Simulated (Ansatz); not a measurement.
**The cluster Nb3H3Se9: inputs that go wrong**

Aim: try 1 input for the cluster Nb3H3Se9 as typed, read how each ends, and find what has to change.

Computed with Ansatz 0.2.0, Gaussian basis. Level: the settings change from run to run.

1 further run of the same task is left out (it didn't finish). Runs told in other sessions of the task aren't counted.

### 1 The molecule

An earlier PBE-D4/def2-SVP relaxation fixed the geometry. Nb takes a core potential in def2 sets; no spin-orbit term is included.

15 atoms, charge 0, spin multiplicity 1.

Atoms are counted from 1 here; the program's logs count them from 0.

Bond lengths: Nb1–Se4 2.502 Å, Nb1–Se5 2.582 Å, Nb1–Se6 2.772 Å, Nb1–Se7 2.494 Å, Nb1–Se8 2.541 Å, Nb2–Se7 2.491 Å, Nb2–Se8 2.501 Å, Nb2–Se9 2.587 Å, Nb2–Se10 2.821 Å, Nb2–Se11 2.510 Å, Nb3–Se5 2.459 Å, Nb3–Se6 2.555 Å, Nb3–Se9 2.478 Å, Nb3–Se10 2.544 Å, Nb3–Se12 2.502 Å, Se4–H13 1.501 Å, Se6–Se10 2.438 Å, Se11–H14 1.486 Å and more. Angles: Se4–Nb1–Se5 121.6°, Se4–Nb1–Se6 109.1°, Se4–Nb1–Se7 114.1°, Se4–Nb1–Se8 86.7°, Se5–Nb1–Se6 77.8°, Se5–Nb1–Se7 89.1°, Se5–Nb1–Se8 147.7°, Se6–Nb1–Se7 135.3°, Se6–Nb1–Se8 78.2°, Se7–Nb1–Se8 93.0°, Se7–Nb2–Se8 94.0°, Se7–Nb2–Se9 90.6°, Se7–Nb2–Se10 133.6°, Se7–Nb2–Se11 100.8°, Se8–Nb2–Se9 146.7°, Se8–Nb2–Se10 78.2°, Se8–Nb2–Se11 97.1°, Se9–Nb2–Se10 74.8° and more.

Coordinates:

```
Nb   -1.5018   -0.6431    0.1128
Nb    0.1365    1.7140    0.0822
Nb    1.7343   -1.2148    0.0840
Se   -3.8782   -1.1611   -0.4750
Se   -0.0236   -2.3308    1.3917
Se    0.1575   -1.6029   -1.8889
Se   -1.2468    0.9551    2.0102
Se   -1.6376    1.2198   -1.6098
Se    2.2856    0.8927    1.2656
Se    1.6040    0.3599   -1.9100
Se   -0.2246    4.1958    0.1913
Se    3.6235   -2.8464    0.2600
H    -3.8478   -2.1994    0.6089
H    -1.6990    4.3213    0.0570
H     4.4905   -1.7007   -0.1551
```

### 2 Attempt 1

in.yaml reads:

```yaml
crystal:
  periodic: [false, false, false]
  atoms:
    - {symbol: Nb, position_ang: [-3.303955, -1.414763, 0.248201]}
    - {symbol: Nb, position_ang: [0.300234, 3.770895, 0.180757]}
    - {symbol: Nb, position_ang: [3.815358, -2.672605, 0.184847]}
    - {symbol: Se, position_ang: [-8.532052, -2.554456, -1.045061]}
    - {symbol: Se, position_ang: [-0.051889, -5.127832, 3.061654]}
    - {symbol: Se, position_ang: [0.346448, -3.526434, -4.155590]}
    - {symbol: Se, position_ang: [-2.742858, 2.101198, 4.422524]}
    - {symbol: Se, position_ang: [-3.602816, 2.683505, -3.541668]}
    - {symbol: Se, position_ang: [5.028234, 1.963866, 2.784316]}
    - {symbol: Se, position_ang: [3.528721, 0.791879, -4.201984]}
    - {symbol: Se, position_ang: [-0.494172, 9.230841, 0.420807]}
    - {symbol: Se, position_ang: [7.971741, -6.262060, 0.571925]}
    - {symbol: H, position_ang: [-8.465125, -4.838720, 1.339499]}
    - {symbol: H, position_ang: [-3.737699, 9.506944, 0.125299]}
    - {symbol: H, position_ang: [9.879112, -3.741577, -0.341185]}
basis:
  gaussian: {orbitals: def2-mTZVP, fitting: {mean_field: def2-universal-jkfit}}
total_charge: 1
magnetization: {spin_polarized: true, initial_magnetization: 1}
hamiltonian: {xc: {name: r2SCANh}}
scf: {omitted_lower_state_checks: [starts]}
output: {forces: true}
```

Run with:

```bash
$ ansatz run in.yaml --threads 2 --pin off --events-out ev --progress --plain --max-ram 32768MiB --backend cuda --devices 0, --max-vram 18GiB
```

**Question.** What will the summary of the whole plan be?

The runs gave:

| attempt | level | ended | cause | time |
| --- | --- | --- | --- | --- |
| 1 | r2SCANh/def2-mTZVP | timeout | the geometry is stretched to more than twice its size | 92 s |

1 timeout.
